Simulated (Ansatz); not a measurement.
# BClH₄OSSi: small, medium and large basis sets

An exercise on one series of results from a longer session: the logs are not shown, and one member is left open.

Method: one geometry, several basis sets; program: Ansatz 0.2.0, Gaussian basis.

Levels to be run: PBE0-D4/def2-SVP; ωB97M-V/def2-SVP; PBE0-D4/def2-QZVPP; ωB97M-V/def2-QZVPP; the functionals' def2-TZVPP values are taken from earlier runs.

## Structure used throughout

An earlier PBE0-D4 in a triple-zeta def2 set relaxation fixed the geometry.

9 atoms, charge 0, spin multiplicity 1.

Atoms are counted from 1 here; the program's logs count them from 0.

Bond lengths: Si1–O2 1.655 Å, Si1–H6 1.481 Å, Si1–H7 1.480 Å, Si1–H8 1.484 Å, O2–B3 1.340 Å, B3–S4 1.813 Å, B3–Cl5 1.766 Å, S4–H9 1.340 Å. Angles: O2–Si1–H6 108.0°, O2–Si1–H7 107.4°, O2–Si1–H8 110.1°, H6–Si1–H7 110.6°, H6–Si1–H8 110.3°, H7–Si1–H8 110.5°, Si1–O2–B3 138.7°, O2–B3–S4 121.1°, O2–B3–Cl5 118.3°, S4–B3–Cl5 120.6°, B3–S4–H9 95.8°.

Set-up of the first run:

in.yaml

```yaml
crystal:
  periodic: [false, false, false]
  atoms:
    - {symbol: Si, position_ang: [1.119487, 0.250952, 1.194083]}
    - {symbol: O, position_ang: [-0.026256, 0.766130, 0.116188]}
    - {symbol: B, position_ang: [-0.831947, 0.249237, -0.821642]}
    - {symbol: S, position_ang: [-0.852833, -1.531836, -1.161627]}
    - {symbol: Cl, position_ang: [-1.879282, 1.348088, -1.723686]}
    - {symbol: H, position_ang: [2.435889, 0.750157, 0.734990]}
    - {symbol: H, position_ang: [0.775994, 0.827678, 2.513074]}
    - {symbol: H, position_ang: [1.125366, -1.231598, 1.261800]}
    - {symbol: H, position_ang: [-1.777820, -1.475208, -2.130181]}
basis:
  gaussian: {orbitals: def2-SVP}
hamiltonian: {xc: pbe0, dispersion: d4}
output: {orbitals: {seedname: orbitals}}
```

Launch:

```
$ ansatz run in.yaml --threads 4 --pin off --events-out ev --progress --plain --max-ram 10444MiB
```

Among the steps run: PBE0-D4 in def2-SVP; ωB97M-V in def2-SVP; PBE0-D4 in def2-QZVPP; ωB97M-V in def2-QZVPP.

One table of the session follows, with a row left open; its other results are not shown here.

It belongs to the step «Functionals by basis». 

```
functional       basis  HOMO (eV)  LUMO (eV)
   PBE0-D4    def2-SVP      -7.86       0.08
   PBE0-D4  def2-TZVPP      -8.00      -0.30
   PBE0-D4  def2-QZVPP      -8.03      -0.43
   ωB97M-V    def2-SVP     -10.00       2.10
   ωB97M-V  def2-TZVPP          ?          ?
   ωB97M-V  def2-QZVPP     -10.22       1.09
```

**Question.** Estimate the row for ωB97M-V, def2-TZVPP.

As computed: HOMO (eV): -10.19; LUMO (eV): 1.42. In the column «HOMO (eV)» it lies between ωB97M-V, def2-QZVPP (-10.22) and ωB97M-V, def2-SVP (-10.00).
